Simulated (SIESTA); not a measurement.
Runs of SIESTA 5.4.2 on CuSn3. It takes space group I4/mmm (No. 139, tetragonal). Conventional cell: a = 4.480 Å, b = 4.480 Å, c = 9.741 Å, α = 90.00°, β = 90.00°, γ = 90.00°. Sn (site symmetry 4/mmm) has 4 Cu at 3.17 Å and 8 Sn at 3.31 Å as nearest neighbours. Sn (site symmetry -4m2) has 8 Sn at 3.17 to 3.31 Å and 4 Cu at 3.31 Å as nearest neighbours. Cu (site symmetry 4/mmm) has 12 Sn at 3.17 to 3.31 Å as nearest neighbours. The cell comes from a database or a generator and needn't be the stable form of this composition.

```tsv
potentials or basis	gap on the mesh (eV)	pressure (GPa)
PseudoDojo 0.4 standard (PBEsol files), DZ (energy shift 0.003 Ry; two zetas on semicore shells)	none	-2.9
PseudoDojo 0.4 standard (PBEsol files), TZDP (energy shift 0.003 Ry; two zetas on semicore shells)	none	-3.8
PseudoDojo 0.4 standard (PBEsol files), TZP (energy shift 0.003 Ry; two zetas on semicore shells)	none	-3.8
PseudoDojo 0.4 standard (PBEsol files), SZ (energy shift 0.003 Ry)	none	(a)
PseudoDojo 0.4 standard (PBEsol files), DZP (energy shift 0.003 Ry; two zetas on semicore shells)	none	-3.7
```

Alike in all rows: task band structure; level PBEsol; no spin polarisation; cell as given; k mesh 8 × 8 × 8; smearing fermi-dirac 0.05 eV; grid cutoff 800 Ry; energy shift 0.003 Ry.

**Question.** Fill in the values left out.

**Answer.** (a) 2.0.

Caveats: short orbitals over semicore shells can move pressures by several GPa; spin-orbit coupling is left out, which moves the levels of the heavy elements; the basis of atomic orbitals isn't converged, which shifts pressures, moduli and gaps; the basis has no polarisation orbitals (some runs).

A k mesh can miss the band edges, and the runs leave out spin-orbit coupling on Sn.

A gap of «none» marks a metal or a gap under the smearing width.
